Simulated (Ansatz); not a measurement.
# BGeHCl (quartet): the correlation ladder at a displaced geometry (v2), cc-pVDZ

The task here is to estimate one member of a computed series from the others.

Computed with Ansatz 0.2.0, Gaussian basis. Level: cc-pVDZ, core rule «outside noble gas», up to 20 orbitals frozen.

Plan: UHF; CCSD(T) on ROHF; CCSD(T) on UHF; BCCD(T) on ROHF; CISD; CCSDT(Q) on ROHF; CCSDT(Q) on UHF.

35 further runs of the same task are left out: 24 that didn't finish, 11 set aside as unsound or not needed.

### The system

The geometry is a PBE0/def2-TZVP stationary point (not a proven minimum) with its atoms shifted at random (size 0.100 Å). No spin-orbit coupling is included. The filled d shell of Ge may be among the frozen orbitals whatever the setting's name suggests; the logs give the count.

4 atoms, charge 0, spin multiplicity 4.

Atoms are counted from 1 here; the program's logs count them from 0.

Bond lengths: B1–Ge2 1.914 Å, Ge2–Cl3 2.169 Å, Ge2–H4 1.455 Å. Angles: B1–Ge2–Cl3 122.0°, B1–Ge2–H4 131.2°, Cl3–Ge2–H4 104.9°.

The first run:

File in.yaml:

```yaml
crystal:
  periodic: [false, false, false]
  atoms:
    - {symbol: B, position_ang: [0.126013, -1.102856, 1.848954]}
    - {symbol: Ge, position_ang: [-0.038861, 0.248626, 0.503643]}
    - {symbol: Cl, position_ang: [0.037760, -0.221249, -1.612012]}
    - {symbol: H, position_ang: [0.120868, 1.693320, 0.572473]}
basis:
  gaussian: {orbitals: cc-pVDZ}
magnetization: {spin_polarized: true, initial_magnetization: 3}
hamiltonian: {xc: hf}
output: {orbitals: {seedname: orbitals}}
```

Launch:

```console
$ ansatz run in.yaml --threads 1 --pin off --events-out ev --progress --plain --max-ram 2393MiB
```

Steps of the session up to this table: UHF; CCSD(T) on ROHF; CCSD(T) on UHF; BCCD(T) on ROHF; CISD; CCSDT(Q) on ROHF; CCSDT(Q) on UHF.

One table of the session follows, with a row left open; its other results are not shown here.

```
   method  from UCCSDT(Q) (meV)
     ROHF               +7998.0
      UHF               +7942.9
     RMP2               +1242.0
     UMP2               +1257.4
    RCCSD                +284.6
    UCCSD                     ?
 RCCSD(T)                 +59.7
 UCCSD(T)                 +57.7
  BCCD(T)                 +58.6
   RCCSDT                 +21.5
   UCCSDT                 +19.1
RCCSDT(Q)                  +3.5
UCCSDT(Q)                     0
```

Estimate the missing values for UCCSD.

As computed: from UCCSDT(Q) (meV): +281.2. In the column «from UCCSDT(Q) (meV)» it lies between RCCSD(T) (+59.7) and RCCSD (+284.6).

Not comparable, so not listed: CISD (they don't share determinant, frozen orbitals or solution with the rows shown, or repeat one).

Caveats from the session: Restricted and unrestricted rows rest on different reference determinants; where their highest levels disagree by more than a few hundredths of an eV, they describe different states and don't form one ladder.
